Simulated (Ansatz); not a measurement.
**CH₃AlClLi: functionals against CCSD(T) at one geometry**

One table from this session's results is given with a row withheld; the runs are named, their logs left out.

The runs use Ansatz 0.2.0, Gaussian basis; single points in def2-TZVPP.

Correlated methods freeze the cores. The outer core shell of Li, Na, Mg and K is correlated.

**Where the work starts**

SMILES `[Li][CH2][AlH][Cl]`, 7 atoms, charge 0, spin multiplicity 1.

Atoms are counted from 1 here; the program's logs count them from 0.

Bond lengths: Li1–C2 1.938 Å, C2–Al3 1.979 Å, C2–H5 1.298 Å, C2–H6 0.971 Å, Al3–Cl4 1.967 Å, Al3–H7 1.639 Å. Angles: Li1–C2–Al3 100.1°, Li1–C2–H5 102.0°, Li1–C2–H6 118.0°, Al3–C2–H5 108.3°, Al3–C2–H6 122.8°, H5–C2–H6 103.7°, C2–Al3–Cl4 133.4°, C2–Al3–H7 119.1°, Cl4–Al3–H7 106.5°.

As a file:

```xyz
7

Li   -0.1654    1.9865   -0.8563
C    -0.7237    0.5907    0.3669
Al    0.5140   -0.8570   -0.1699
Cl    0.2456   -2.6605   -0.9067
H    -0.3288    1.0607    1.5110
H    -1.6761    0.4487    0.4930
H     2.1125   -0.5256   -0.3176
```

Set-up of the first run:

run/in.yaml

```yaml
crystal:
  periodic: [false, false, false]
  atoms:
    - {symbol: Li, position_ang: [-0.165400, 1.986500, -0.856300]}
    - {symbol: C, position_ang: [-0.723700, 0.590700, 0.366900]}
    - {symbol: Al, position_ang: [0.514000, -0.857000, -0.169900]}
    - {symbol: Cl, position_ang: [0.245600, -2.660500, -0.906700]}
    - {symbol: H, position_ang: [-0.328800, 1.060700, 1.511000]}
    - {symbol: H, position_ang: [-1.676100, 0.448700, 0.493000]}
    - {symbol: H, position_ang: [2.112500, -0.525600, -0.317600]}
basis:
  gaussian: {orbitals: def2-TZVPP}
correlation: {method: ccsd_t}
output: {forces: true}
```

No record of the launch command was kept for these runs.

Steps of the session up to this table: CCSD(T)/def2-TZVPP; PBE0-D4/def2-TZVPP; wB97M-V/def2-TZVPP; r2SCAN-D4/def2-TZVPP; PBE-D4/def2-TZVPP; BLYP-D4/def2-TZVPP; HSE06-D4/def2-TZVPP.

One of the session's tables, all rows but one given; the rest of the session is left out.

```
   method  RMS force component (eV/Å)  angle to CCSD(T) forces (°)  dipole (D)
  CCSD(T)                       2.506                    reference        6.54
  PBE0-D4                       2.507                          1.8        6.47
  wB97M-V                       2.495                          1.4        6.33
r2SCAN-D4                       2.488                          1.2        6.56
   PBE-D4                           ?                            ?           ?
  BLYP-D4                       2.457                          2.2        6.25
 HSE06-D4                       2.508                          1.7        6.47
```

**Question.** Estimate the row for PBE-D4.

**Answer.** RMS force component (eV/Å): 2.508; angle to CCSD(T) forces (°): 2.1; dipole (D): 6.35.
